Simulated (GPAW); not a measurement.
Runs of GPAW 26.7.0 on CaB2. The structure is hexagonal, space group P6/mmm (No. 191). The conventional cell has a = 3.226 Å, b = 3.226 Å, c = 4.067 Å, α = 90.00°, β = 90.00°, γ = 120.00°. Around Ca (site symmetry 6/mmm) lie 12 B at 2.76 Å. Around B (site symmetry -6m2) lie 3 B at 1.86 Å. The cell comes from a database or a generator and needn't be the stable form of this composition.

| level | potentials or basis | eigensolver | pressure (GPa) |
| --- | --- | --- | --- |
| LDA | the program's PAW data sets (release 1.2.1) made for this functional, pw | - | (b) |
| BLYP | PAW data sets generated in the run's folder for this functional, pw | davidson | 2.6 |
| revPBE | the program's PAW data sets (release 1.2.1) made for this functional, pw | - | 2.3 |
| RPBE | the program's PAW data sets (release 1.2.1) made for this functional, pw | - | (a) |
| PBE | GPAW PAW data sets (gpaw-data 1.2.1), pw | - | -0.1 |
| PBEsol | PAW data sets generated in the run's folder for this functional, pw | - | -2.9 |

Alike in all rows: task band structure; no spin polarisation; cell as given; k mesh 9 × 9 × 7; cutoff (eV) 800; smearing fermi-dirac 0.05 eV.

Problem. Estimate the missing entries.

Solution. (a) 3.0; (b) -6.6.
